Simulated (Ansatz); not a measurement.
# CH5BrGeSi: the cost of one run

All numbers are computed with Ansatz 0.2.0, driven from Python. Level of theory: PBE0/def2-SVP.

## 1. The system

Bond lengths: Br1–Si2 2.223 Å, Si2–C3 1.795 Å, Si2–Ge4 2.410 Å, C3–Ge4 1.933 Å, Si2–H5 1.485 Å, C3–H6 1.139 Å, C3–H7 1.111 Å, Ge4–H8 1.523 Å, Ge4–H9 1.598 Å. Angles (14 of 18 angles, heavy atoms first): Br1–Si2–C3 113.2°, Br1–Si2–Ge4 110.8°, C3–Si2–Ge4 52.3°, Si2–C3–Ge4 80.5°, Si2–Ge4–C3 47.3°, Br1–Si2–H5 125.6°, C3–Si2–H5 119.4°, Ge4–Si2–H5 111.5°, Si2–C3–H6 114.9°, Si2–C3–H7 117.5°, Ge4–C3–H6 110.9°, Ge4–C3–H7 113.9°, Si2–Ge4–H8 117.2°, Si2–Ge4–H9 112.7°.

Input file ch5brgesi.xyz:

```xyz
9

Br   -2.88670    0.09340    0.31410
Si   -0.92850    0.57540   -0.62100
C     0.41880    0.65730    0.56270
Ge    0.70100   -1.12880   -0.12090
H    -0.73490    1.12880   -1.98530
H     1.27690    1.34540    0.26690
H     0.15270    0.69060    1.64040
H     1.90130   -1.23860   -1.05220
H     0.18780   -2.16970    0.97820
```

## 2. The script

The input, scan_ch5brgesi.py:

```python
"""Stretching a bond of CH5BrGeSi, the rest held rigid."""

import warnings

import ansatz as az
import matplotlib.pyplot as plt
import numpy as np

warnings.simplefilter("ignore", az.DeckWarning)

mol = az.Crystal.molecule_from_extxyz("ch5brgesi.xyz")

symbols = [site.symbol for site in mol.cartesian_sites]
start = np.array([site.position_ang for site in mol.cartesian_sites])
axis = (start[5] - start[2]) / np.linalg.norm(start[5] - start[2])
moving = [5]
lengths, energies = [1.002, 1.048, 1.093, 1.139, 1.185, 1.23, 1.276, 1.344], []
for length in lengths:
    xyz = start.copy()
    xyz[moving] += (length - np.linalg.norm(start[5] - start[2])) * axis
    point = az.Crystal.molecule()
    for symbol, place in zip(symbols, xyz):
        point = point.atom(symbol, place.tolist())
    calculation = point.calculation().basis(gaussian="def2-SVP").functional("pbe0")
    rep = calculation.run(threads=1).report
    energies.append(rep["free_energy_ev"])
    print(f"r = {length:6.3f} A  E = {energies[-1]:.5f} eV  <S^2> = {abs(rep['mean_field']['state']['spin_squared']):.3f}")

# quartic fit about the minimum
fit = np.polynomial.Polynomial.fit(lengths, np.array(energies) - min(energies), 4).convert()
roots = [r.real for r in fit.deriv().roots() if abs(r.imag) < 1e-9 and fit.deriv(2)(r.real) > 0]
r_e = min(roots, key=lambda r: abs(r - lengths[int(np.argmin(energies))]))
print(f"minimum of the fit at {r_e:.4f} A, force constant {fit.deriv(2)(r_e):.2f} eV/A^2")
plt.figure(figsize=(4.5, 3))
plt.plot(lengths, np.array(energies) - min(energies), "o-")
plt.xlabel("bond length (A)")
plt.ylabel("E - E(min) (eV)")
plt.tight_layout()
plt.savefig("scan.png", dpi=100)
```

## 3. The input behind the calls

The package turns the script's settings into the engine's input (first run):

```yaml
crystal:
  periodic: [false, false, false]
  atoms:
    - { symbol: Br, position_ang: [-2.8867, 0.0934, 0.3141] }
    - { symbol: Si, position_ang: [-0.9285, 0.5754, -0.621] }
    - { symbol: C, position_ang: [0.4188, 0.6573, 0.5627] }
    - { symbol: Ge, position_ang: [0.701, -1.1288, -0.1209] }
    - { symbol: H, position_ang: [-0.7349, 1.1288, -1.9853] }
    - { symbol: H, position_ang: [1.1736887047315705, 1.2626361120216683, 0.3024784886847704] }
    - { symbol: H, position_ang: [0.1527, 0.6906, 1.6404] }
    - { symbol: H, position_ang: [1.9013, -1.2386, -1.0522] }
    - { symbol: H, position_ang: [0.1878, -2.1697, 0.9782] }
basis:
  gaussian:
    orbitals: def2-SVP
hamiltonian:
  xc: pbe0
```

## 4. The run

Started as:

```
python scan_ch5brgesi.py
```

**Question.** How long does this script take on 1 thread of AMD EPYC 9R14 (Zen 4), shared host, and how much memory does it need?

About 33 s, with a peak of 0.42 GiB.
